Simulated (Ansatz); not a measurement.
Crystal: BiTe.

```xyz
2
Lattice="2.4227 1.3988 3.3173 -2.4227 1.3988 3.3173 0.0000 -2.7975 3.3173" Properties=species:S:1:pos:R:3 pbc="T T T"
Bi    0.0000    0.0000    4.9759
Te    0.0000    0.0000    0.0000
```

The cell comes from a database or a generator and needn't be the stable form of this composition.

Base run:

* Program: Ansatz 0.2.0
* Functional: revPBE
* Potentials or basis: Ansatz PAW
* Cutoff: 420 eV
* Density cutoff: 1680 eV
* k mesh: 7 × 7 × 7
* Occupations: fermi-dirac, width 0.05 eV
* Spin: no spin polarisation

Its results: band gap on the k mesh none (metal or under the smearing width); pressure 1.1 GPa.

**Question.** The run is repeated on the same cell with these changes: functional from revPBE to PBEsol. What comes out?

**Answer.** Band gap on the k mesh none (metal or under the smearing width); pressure -2.3 GPa.

PBEsol binds more tightly than revPBE, so the same cell stands under less pressure.

Caveats: spin-orbit coupling is left out, which moves the levels of the heavy elements; the PAW data sets come from PBE, with cores solved anew for the run's functional, which leaves a small shift of forces and pressure; the potentials were made for another functional, which shifts forces and pressure (some runs).

Not every run made on this cell is shown here.
